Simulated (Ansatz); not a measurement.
# CHBOS: basis-set convergence

How large a basis does CHBOS need? Two functionals are run in growing sets.

Computed with Ansatz 0.2.0, Gaussian basis. Level: one geometry, several basis sets.

The runs, in order: PBE0-D4/def2-SVP; ωB97M-V/def2-SVP; PBE0-D4/def2-QZVPP; ωB97M-V/def2-QZVPP; the functionals' def2-TZVPP values are taken from earlier runs.

### 1 Structure used throughout

All runs share one geometry, relaxed beforehand with PBE0-D4 in a triple-zeta def2 set.

SMILES `S=C1BO1`, 5 atoms, charge 0, spin multiplicity 1.

Atoms are counted from 1 here; the program's logs count them from 0.

Bond lengths: S1–C2 1.582 Å, C2–B3 1.481 Å, C2–O4 1.425 Å, B3–O4 1.361 Å, B3–H5 1.181 Å. Angles: S1–C2–B3 172.0°, S1–C2–O4 132.2°, B3–C2–O4 55.8°, C2–B3–O4 60.0°, C2–B3–H5 163.2°, O4–B3–H5 136.8°, C2–O4–B3 64.2°.

### 2 PBE0-D4 in def2-SVP

Contents of in.yaml:

```yaml
crystal:
  periodic: [false, false, false]
  atoms:
    - {symbol: S, position_ang: [-2.128908, -0.717401, 0.172294]}
    - {symbol: C, position_ang: [-0.637142, -0.205599, 0.043221]}
    - {symbol: B, position_ang: [0.677124, 0.461341, -0.102017]}
    - {symbol: O, position_ang: [0.615588, -0.883303, 0.097039]}
    - {symbol: H, position_ang: [1.523237, 1.271262, -0.251937]}
basis:
  gaussian: {orbitals: def2-SVP}
hamiltonian: {xc: pbe0, dispersion: d4}
output: {orbitals: {seedname: orbitals}}
```

Command:

```
$ ansatz run in.yaml --threads 2 --pin off --events-out ev --progress --plain --max-ram 4352MiB
```

Further steps of the session: ωB97M-V in def2-SVP; PBE0-D4 in def2-QZVPP; ωB97M-V in def2-QZVPP.

**Question.** What will the summary of the whole plan be? Wanted: PBE0-D4: double and triple zeta above quadruple; ωB97M-V: double and triple zeta above quadruple.

As calculated:

```
                                       quantity          value
PBE0-D4: double and triple zeta above quadruple  8.62, 0.53 eV
ωB97M-V: double and triple zeta above quadruple  8.67, 0.50 eV
```

**Reading.** PBE0-D4 gains 8.08 eV from double to triple zeta, then 0.53 eV more. Total energies overstate the basis error of differences, where much of it tends to cancel.
